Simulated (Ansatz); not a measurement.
Task: a point defect in a supercell of TlBi₃, space group Pm-3m, with Ansatz's Python interface. Give the script and its output. Use (first run): LDA, PAW, cutoff 463 eV, 2×2×3 k-points, Fermi-Dirac smearing of 0.1 eV.

```xyz
4
Lattice="5.0351 0.0000 0.0000 0.0000 5.0351 0.0000 0.0000 0.0000 5.0351" Properties=species:S:1:pos:R:3 pbc="T T T"
Tl    0.0000    0.0000    0.0000
Bi    0.0000    2.5176    2.5176
Bi    2.5176    0.0000    2.5176
Bi    2.5176    2.5176    0.0000
```

Script `defect_tlbi3.py`:
```python
"""Point defect (vacancy) in TlBi3."""

import warnings

import ansatz as az
import numpy as np


def main() -> None:
    warnings.simplefilter("ignore", az.DeckWarning)

    lattice = az.Lattice.of(
        [5.035145, 0.0, 0.0],
        [0.0, 5.035145, 0.0],
        [0.0, 0.0, 5.035145],
    )
    sites = [
        ("Tl", [0.0, 0.0, 0.0]),
        ("Bi", [0.0, 0.5, 0.5]),
        ("Bi", [0.5, 0.0, 0.5]),
        ("Bi", [0.5, 0.5, 0.0]),
    ]
    cell = az.Crystal(lattice=lattice)
    for symbol, position in sites:
        cell = cell.atom(symbol, position)
    host = cell.supercell(2, 2, 1)
    defective = host.vacancy("Tl", at=[0.0, 0.0, 0.0])

    def settled(structure):
        return (
            structure.calculation()
            .functional("lda")
            .basis(17 * az.Ha)
            .kpoints(2, 2, 3)
            .occupations("fermi_dirac", width=100 * az.meV)
            .band_table()
        )


    perfect = settled(host).run(threads=1).report
    model = (
        settled(defective)
        .relax(force_tolerance=0.02, max_steps=25)
    )
    done = model.run(threads=1)
    r = done.report

    n_host, n_defect = len(perfect["lattice"]["sites"]), len(r["lattice"]["sites"])
    print(f"perfect cell: {n_host} atoms, F = {perfect['free_energy_ev']:.4f} eV")
    print(f"defect cell:  {n_defect} atoms, F = {r['free_energy_ev']:.4f} eV")
    # chemical potentials are still to be added to this difference
    print(f"difference {r['free_energy_ev'] - perfect['free_energy_ev']:.4f} eV (no chemical potentials)")

    for site in done.lattice.sites:
        print(f"{site.symbol:2s}", " ".join(f"{v:8.4f}" for v in site.position_ang))

    pull = np.linalg.norm(r["forces_ev_ang"], axis=1)
    for atom in np.argsort(-pull)[:5]:
        print(f"force on {done.lattice.sites[atom].symbol}{atom}: {pull[atom]:.3f} eV/A")


if __name__ == "__main__":
    main()
```

```console
$ python defect_tlbi3.py
perfect cell: 16 atoms, F = -189615.3512 eV
defect cell:  15 atoms, F = -178468.0575 eV
difference 11147.2937 eV (no chemical potentials)
Bi  -0.0000   2.2977   2.5176
Bi   2.2977  -0.0000   2.5176
Bi   2.4342   2.4342   0.0000
Tl  -0.0000   5.0351   0.0000
Bi  -0.0000   7.7726   2.5176
Bi   2.6424   5.0351   2.5176
Bi   2.4342   7.6361   0.0000
Tl   5.0351  -0.0000   0.0000
Bi   5.0351   2.6424   2.5176
Bi   7.7726  -0.0000   2.5176
Bi   7.6361   2.4342   0.0000
Tl   5.0351   5.0351   0.0000
Bi   5.0351   7.4279   2.5176
Bi   7.4279   5.0351   2.5176
Bi   7.6361   7.6361   0.0000
force on Bi5: 0.009 eV/A
force on Bi13: 0.009 eV/A
force on Bi8: 0.009 eV/A
force on Bi12: 0.009 eV/A
force on Bi1: 0.005 eV/A
```

Notes:
- Absolute energies stand on the zero of these potentials, so only differences at equal settings mean something. A total without «per atom» is that of the cell as typed.
- For a metal this k-point mesh is coarse: on a finer one energies can move by several to tens of meV an atom and pressures by half a GPa or more, differences at one mesh by less.
- The difference holds no chemical potentials.
- Errors of mesh and smearing per atom add up over the supercell, so the energy can be off by tenths of an eV.
- Spin-orbit coupling, which matters for elements this heavy, is left out.
- The structure comes from a database of computed cells and needn't be a stable or known phase.
- The supercell is small, so the defect meets its images and the energies aren't those of an isolated defect; a partly filled defect level may also lower its energy by spin or distortion. For a charged cell the difference holds no correction, alignment or term for the electrons' reservoir.
- It ran for 2.7 min on 1 thread of Arm Neoverse V2, with other jobs on the host, peak memory 1 GiB.

(Lines on the test bed's own set-up are left out of the output.)
